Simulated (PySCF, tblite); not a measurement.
# C₄H₁₂NSi₂ radical: geometry, infrared bands and EPR parameters

What infrared bands and EPR parameters should C₄H₁₂NSi₂ radical (`[SiH2][SiH2]NCC1CC1`) show?

Programs: tblite 0.8.0 and PySCF 2.14.0, with density-fitted response routines of our own. Each step states its level of theory. These are calculated values for one molecule in the gas phase, unless marked as measured. Atoms are numbered from 0 throughout.

### Step 1. The molecule as given

19 atoms, charge 0, multiplicity 2; geometry from: force field or distance geometry start.

Bonds of the start (Å): Si0–Si1 2.31, Si1–N2 1.70, N2–C3 1.48, C3–C4 1.51, C4–C5 1.51, C5–C6 1.50, C6–C4 1.51, Si0–H7 1.48, Si0–H8 1.49, Si1–H9 1.47, Si1–H10 1.49, N2–H11 1.03, C3–H12 1.09, C3–H13 1.09, C4–H14 1.08, C5–H15 1.09, C5–H16 1.08, C6–H17 1.09, C6–H18 1.09.

### Step 2. Relaxing the molecule with GFN2-xTB

Job settings and geometry (Å):

```
{"job": {"kind": "relax", "xc": "GFN2-xTB", "basis": "xTB"}, "charge": 0, "multiplicity": 2}
Si     3.789600    -0.313300     0.593300
Si     1.939800    -1.491600    -0.141400
N      0.468600    -0.858900     0.415400
C     -0.075600     0.448100     0.001200
C     -1.350600     0.652100     0.775700
C     -2.434500     1.541700     0.202900
C     -2.646200     0.059400     0.279100
H      5.054900    -0.910800     0.102900
H      3.729300     1.102300     0.134100
H      1.859500    -1.530900    -1.606200
H      1.989300    -2.891700     0.366100
H     -0.264200    -1.559100     0.245800
H      0.615100     1.251800     0.270400
H     -0.249100     0.468400    -1.075100
H     -1.183800     0.708200     1.841500
H     -2.980300     2.173200     0.909600
H     -2.284200     1.986400    -0.771000
H     -2.648600    -0.509800    -0.644900
H     -3.338800    -0.316300     1.034500
```

Run with:

```bash
> OMP_NUM_THREADS=1 python probes_run.py task.json out
```

One launch serves the whole session: the jobs run in the order shown.

**Question.** This job is followed by: GFN2-xTB harmonic vibrations, gas phase; UKS B3LYP, pcH-1 on C H N Si, non-relativistic, mean-field spin-orbit, GIAO. Predict these results of the whole session: strongest single infrared mode (GFN2-xTB); zero-point energy (GFN2-xTB); g(iso) (B3LYP); ⟨S²⟩; largest a(iso) (averaged by class); surface potential, 1st and 99th percentile.

The runs gave:

```
                                 quantity                    value
strongest single infrared mode (GFN2-xTB)    2191 cm⁻¹, 571 km/mol
             zero-point energy (GFN2-xTB)            91.6 kcal/mol
                           g(iso) (B3LYP)                  2.00409
                                     ⟨S²⟩       0.752 (exact 0.75)
       largest a(iso) (averaged by class)  29Si on Si0, -343.6 MHz
    surface potential, 1st and 99th percentile       -0.83 V and 1.30 V
```

What this shows: Relaxing lowered the energy by 0.261 eV in 103 steps; the close pair that moved most is Si0–Si1, from 2.313 to 2.274 Å. All 51 modes are real, so the xTB geometry is a minimum. The strongest single mode, at 2191 cm⁻¹, moves mainly H10. GFN2-xTB is a fitted tight-binding method: band positions and strengths are rough. Its intensities can rank the bands wrongly. Most of the unpaired spin sits on Si0 (1.00 e). The isotropic g lies 1.8 ppt above the free-electron value.
